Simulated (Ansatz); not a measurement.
# Co (hcp type): the cost of one run

Computed with Ansatz 0.2.0 (DFT, r2SCAN, PAW with Ansatz's default frozen-core files, scalar-relativistic, unless a step's input says otherwise).

## Step 1: Starting point

The structure is hexagonal, space group P6_3/mmc (No. 194). The conventional cell has a = 2.509 Å, b = 2.509 Å, c = 4.065 Å, α = 90.00°, β = 90.00°, γ = 120.00°. Around Co (site symmetry -6m2) lie 12 Co at 2.50 to 2.51 Å.

Structure file:

```cif
data_structure
_symmetry_space_group_name_H-M 'P 1'
_symmetry_Int_Tables_number 1
_cell_length_a 2.5090
_cell_length_b 2.5090
_cell_length_c 4.0646
_cell_angle_alpha 90.000
_cell_angle_beta 90.000
_cell_angle_gamma 120.000
_cell_volume 22.16
loop_
_atom_site_label
_atom_site_type_symbol
_atom_site_fract_x
_atom_site_fract_y
_atom_site_fract_z
_atom_site_occupancy
Co1 Co 0.33333 0.66667 0.25000 1
Co2 Co 0.66667 0.33333 0.75000 1
```

Atoms are numbered in the order of the input: Co1, Co2.

## Step 2: Bulk cell relaxed, PAW

input.yaml

```yaml
crystal:
  lattice:
    - [2.5090426088, 0.0, 0.0]
    - [-1.2545213044, 2.1728946384, 0.0]
    - [0.0, 0.0, 4.0646490262]
  atoms:
    - { symbol: Co, position: [0.3333333333, 0.6666666667, 0.25], spin: 1.7 }
    - { symbol: Co, position: [0.6666666667, 0.3333333333, 0.75], spin: 1.7 }
magnetization:
  spin_polarized: true
kpoints:
  mp_grid: { grid: [20, 20, 11] }
scf:
  occupations: { method: fermi_dirac, width: 0.1 }
hamiltonian:
  xc: r2scan
  pseudopotentials: { kind: paw }
output:
  forces: true
  stress: true
relax:
  f_tol: 0.005
  max_steps: 40
  cell: {}
```

Command:

```sh
$ ansatz run input.yaml --threads 3 --pin off --max-ram 9216MiB --backend cpu --events-out ev --progress --plain --runs-dir out
```

**Question.** How long does this run take on 3 threads of Intel Xeon Platinum 8488C (Sapphire Rapids), shared host, and how much memory does it need?

About 78 s, with a peak of 0.65 GiB.
